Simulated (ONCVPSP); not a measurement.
# Pseudopotential generation for manganese: ONCV, PBE

Aim: build the potential from the settings below, then test how well it stands in for the atom: other configurations, scattering, ghost states and the plane-wave cutoff that it needs.

Method: ONCVPSP 4.0.1.1 (patched build), PBE, scalar-relativistic.

## 1. Settings

Typed settings, in words:

```
element                 : manganese (Mn, Z = 25)
type                    : optimised norm-conserving Vanderbilt (ONCV)
frozen core             : [Ne]
valence charge          : 15
reference configuration : 3s2 3p6 3d5 4s2
partial waves           : 3s+4s: rc 1.45 bohr, ncon 4, nbas 9, qcut 8.5 1/bohr, 2 projectors; 3p: rc 1.25 bohr, ncon 5, nbas 8, qcut 13.6 1/bohr, 1 projector; 3d: rc 1.05 bohr, ncon 3, nbas 7, qcut 14.6 1/bohr, 3 projectors, debl 1.8 Ha
local potential         : polynomial inside 0.80 bohr (lpopt 5, dvloc0 1 Ha)
core correction         : not asked for
```

The nodes and maxima of the atom's own shells, from an earlier all-electron run, set the scale for the radii.

All-electron outer shells of the reference configuration (PBE, scalar-relativistic, ld1.x):

```tsv
shell	level (eV)	outermost node (bohr)	outermost maximum (bohr)
2p	-630.19	–	0.19
3s	-85.88	0.34	0.74
3p	-54.59	0.31	0.75
3d	-6.77	–	0.76
4s	-5.11	1.05	2.51
4p	-1.37	1.16	3.43
```

## 2. Generation

Mn.dat reads:

```
# ATOM AND REFERENCE CONFIGURATION
# atsym  z   nc   nv     iexc    psfile
  Mn 25.00    3    4        4      upf
#
#   n    l    f
    1    0    2.00
    2    0    2.00
    2    1    6.00
    3    0    2.00
    3    1    6.00
    3    2    5.00
    4    0    2.00
#
# PSEUDOPOTENTIAL AND OPTIMIZATION
# lmax
    2
#
#   l,   rc,      ep,       ncon, nbas, qcut
    0    1.45    0.00    4    9    8.50
    1    1.25    0.00    5    8   13.60
    2    1.05    0.00    3    7   14.60
#
# LOCAL POTENTIAL
# lloc, lpopt,  rc(5),   dvloc0
    4    5    0.80    1.00
#
# VANDERBILT-KLEINMAN-BYLANDER PROJECTORs
# l, nproj, debl
    0    2    2.00
    1    1    2.80
    2    3    1.80
#
# MODEL CORE CHARGE
# icmod, fcfact, rcfact
    0    0.00    0.00
#
# LOG DERIVATIVE ANALYSIS
# epsh1, epsh2, depsh
   -5.00    5.00    0.04
#
# OUTPUT GRID
# rlmax, drl
    6.00    0.01
#
# TEST CONFIGURATIONS
# ncnf
    4
# nvcnf
#   n    l    f
    4
    3    0    2.00
    3    1    6.00
    3    2    5.00
    4    0    1.00
#
    4
    3    0    2.00
    3    1    6.00
    3    2    5.00
    4    0    0.00
#
    4
    3    0    2.00
    3    1    6.00
    3    2    4.00
    4    0    0.00
#
    4
    3    0    2.00
    3    1    6.00
    3    2    6.00
    4    0    1.00
#
```

Run with:

```bash
$ oncvpsp.x < Mn.dat > Mn.out
```

What does the calculation give? Wanted: cutoffs for 1 and 0.1 mHa per electron, occupied waves; bound ghosts; GHOST(+) flags; largest test error; largest phase difference near zero energy, channels read.

**Answer**, as computed:

```
                                                quantity                          value
  cutoffs for 1 and 0.1 mHa per electron, occupied waves                77 Ha and 89 Ha
                                            bound ghosts                     none found
                                          GHOST(+) flags             none at low energy
                            largest test error (AE − PS)  -3.4 meV, for 3s2 3p6 3d4 4s0
largest phase difference near zero energy, channels read                      0.004 rad
```

The worst unpolarised test, 3s2 3p6 3d4 4s0, is off by 3.4 meV on 56.5 eV; by total energies transferability rates as very good. By its cutoff, 77 Ha for the looser tolerance, it is very hard. At the looser tolerance the 3d wave is the slowest; 3p needs 50 Ha. The program's ghost test flags no bound state. Near zero energy the phases of the channels with partial waves agree within 0.004 rad. These are tests on the free atom; a crystal test is still owed.
